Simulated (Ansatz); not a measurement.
# AlCu3: a trial structure relaxed

Where does AlCu3 go from the start given, structure listed in a database for this formula (Pmmn, No. 59)?

Method: DFT r2SCAN, scalar-relativistic, plane waves, PAW, in Ansatz 0.2.0.

## (1) Starting point

It takes space group Pmmn (No. 59, orthorhombic). The conventional cell has a = 4.173 Å, b = 5.107 Å, c = 4.512 Å, α = 90.00°, β = 90.00°, γ = 90.00°. Al (site symmetry mm2) has 12 Cu at 2.55 to 2.60 Å as nearest neighbours. Around Cu (site symmetry mm2) lie 4 Al at 2.55 Å and 8 Cu at 2.58 to 2.60 Å. Around Cu (site symmetry m) lie 8 Cu at 2.54 to 2.60 Å and 4 Al at 2.57 to 2.60 Å.

As a file:

```xyz
8
Lattice="4.1725 0.0000 0.0000 0.0000 5.1070 0.0000 0.0000 0.0000 4.5117" Properties=species:S:1:pos:R:3 pbc="T T T"
Al    0.0000    0.0000    2.9827
Al    2.0863    2.5535    1.5290
Cu    0.0000    2.5535    2.9898
Cu    2.0863    0.0000    1.5219
Cu    0.0000    1.2816    0.7222
Cu    0.0000    3.8255    0.7222
Cu    2.0863    1.2720    3.7895
Cu    2.0863    3.8351    3.7895
```

(A quick probe on a coarse mesh, which set the mesh and smearing, is not shown.)

## (3) The relaxation

File input.yaml:

```yaml
crystal:
  lattice:
    - [4.1725144, 0.0, 0.0]
    - [0.0, 5.10701746, 0.0]
    - [0.0, 0.0, 4.51171531]
  atoms:
    - { symbol: Al, position: [0.0, 0.0, 0.66111] }
    - { symbol: Al, position: [0.5, 0.5, 0.33889] }
    - { symbol: Cu, position: [0.0, 0.5, 0.66267495] }
    - { symbol: Cu, position: [0.5, 0.0, 0.33732505] }
    - { symbol: Cu, position: [0.0, 0.25094031, 0.16006468] }
    - { symbol: Cu, position: [0.0, 0.74905969, 0.16006468] }
    - { symbol: Cu, position: [0.5, 0.24905969, 0.83993532] }
    - { symbol: Cu, position: [0.5, 0.75094031, 0.83993532] }
basis:
  ecutwfc: 500
kpoints:
  mp_grid: { grid: [10, 8, 8] }
hamiltonian:
  xc: r2scan
scf:
  occupations: { method: gaussian, width: 0.1 }
output:
  forces: true
  stress: true
  eigenvalues: true
relax:
  adjacent_minimum: "off"
  f_tol: 0.01
  max_steps: 80
  cell: { stress_tol: 0.05 }
```

Run with:

```console
$ ansatz run input.yaml --threads 4 --pin off --max-ram 10240MiB --backend cpu --events-out ev --progress --plain --runs-dir out
```

Q: Predict the outcome of this session.

**Answer**, as computed:

Formation energies count from the elements, computed with the same settings in runs not shown here.

```
                          quantity                                                                      value
                              cell  a = 4.187 Å, b = 5.139 Å, c = 4.478 Å, α = 90.00°, β = 90.00°, γ = 90.00°
                       space group                                                              Pmmn (No. 59)
                            volume                                                              12.04 Å³/atom
                   gap on the mesh                                                               none (metal)
formation energy from the elements                                                             -0.202 eV/atom
```

**Reading.** The space group stayed Pmmn, and from the first guess the volume went from 12.02 to 12.04 Å³/atom. With -0.20 eV/atom it lies under the elements, which doesn't yet make it stable against other compounds of them.
